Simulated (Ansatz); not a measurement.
**H₇OPSi₂: up Jacob's ladder to CCSD(T)**

How much do the methods differ for H₇OPSi₂? The plan is to run it at one geometry with functionals of several rungs and with coupled cluster, and see how far each lands from CCSD(T) at the basis-set limit for the atomisation energy.

Program: Ansatz 0.2.0, Gaussian basis. Level of theory: functionals in def2-TZVPP, the program's frozen cores in correlated methods. These are calculated values, not measurements.

Levels to be run: PBE-D4, r2SCAN-D4, PBE0-D4, B3LYP-D4, ωB97X-V, ωB97M-V, B2PLYP; CCSD(T)/def2-TZVPP; MP2/def2-QZVPP; extrapolation to the limit.

## 1. The relaxed structure

All runs share one geometry, relaxed beforehand with PBE0-D4 in a triple-zeta def2 set.

11 atoms, charge 0, spin multiplicity 1.

Atoms are counted from 1 here; the program's logs count them from 0.

Bond lengths: O1–P2 1.679 Å, O1–H5 0.961 Å, P2–Si3 2.255 Å, P2–Si4 2.256 Å, Si3–H6 1.486 Å, Si3–H7 1.488 Å, Si3–H8 1.487 Å, Si4–H9 1.487 Å, Si4–H10 1.486 Å, Si4–H11 1.488 Å. Angles: P2–O1–H5 109.0°, O1–P2–Si3 99.8°, O1–P2–Si4 99.8°, Si3–P2–Si4 96.1°, P2–Si3–H6 109.0°, P2–Si3–H7 106.7°, P2–Si3–H8 112.9°, H6–Si3–H7 109.4°, H6–Si3–H8 109.1°, H7–Si3–H8 109.7°, P2–Si4–H9 113.0°, P2–Si4–H10 108.9°, P2–Si4–H11 106.7°, H9–Si4–H10 109.1°, H9–Si4–H11 109.7°, H10–Si4–H11 109.4°.

## 2. PBE-D4 (GGA)

Input file in.yaml:

```yaml
crystal:
  periodic: [false, false, false]
  atoms:
    - {symbol: O, position_ang: [-0.449349, 1.961422, -0.262116]}
    - {symbol: P, position_ang: [0.755780, 0.794610, -0.327401]}
    - {symbol: Si, position_ang: [0.452293, -0.181020, 1.683330]}
    - {symbol: Si, position_ang: [-0.309507, -0.790906, -1.527057]}
    - {symbol: H, position_ang: [-0.076971, 2.809718, -0.516155]}
    - {symbol: H, position_ang: [0.934160, 0.740433, 2.745497]}
    - {symbol: H, position_ang: [1.280317, -1.417306, 1.688069]}
    - {symbol: H, position_ang: [-0.968958, -0.529015, 1.949576]}
    - {symbol: H, position_ang: [-1.664203, -1.106800, -1.000485]}
    - {symbol: H, position_ang: [-0.431205, -0.328953, -2.934673]}
    - {symbol: H, position_ang: [0.543242, -2.009282, -1.477986]}
basis:
  gaussian: {orbitals: def2-TZVPP}
hamiltonian: {xc: pbe, dispersion: d4}
output: {forces: true, orbitals: {seedname: orbitals}}
```

Run with:

```
$ ansatz run in.yaml --threads 4 --pin off --events-out ev --progress --plain --max-ram 10444MiB
```

After this run come: r2SCAN-D4 (meta-GGA); PBE0-D4 (hybrid); B3LYP-D4 (hybrid); ωB97X-V (range-separated); ωB97M-V (range-separated); B2PLYP (double hybrid); CCSD(T) in def2-TZVPP; MP2 in def2-QZVPP.

Before running them: what should the planned runs give, taken together? Wanted: atomisation energy, CCSD(T)/CBS; farthest; mean size of error, hybrid; mean size of error, range-separated; gap, smallest and largest; T1 diagnostic; triples share of the correlation energy.

**Answer**, as computed:

```
                               quantity                                 value
        atomisation energy, CCSD(T)/CBS                        784.3 kcal/mol
functionals within 3.9 kcal/mol (0.5 %)  PBE-D4, r2SCAN-D4, B3LYP-D4, ωB97M-V
                               farthest               B2PLYP (-14.6 kcal/mol)
             mean size of error, hybrid                          5.7 kcal/mol
    mean size of error, range-separated                          5.7 kcal/mol
              gap, smallest and largest  4.00 eV (PBE-D4), 10.36 eV (ωB97X-V)
                          T1 diagnostic                                0.0139
triples share of the correlation energy                                 3.7 %
```

In words: PBE-D4 misses by -2.1 kcal/mol. Double hybrids carry the basis error of their MP2 part in triple zeta, and no dispersion term here, so their miss is partly the set-up's. The reference freezes the cores and leaves out relativity and excitations past (T), so misses under about 3.9 kcal/mol can't be ranked. Hartree-Fock recovers 71 % of the binding; the rest is correlation. The gap grows from 4.0 to 10.4 eV across the functionals, mostly with the share of exact exchange.
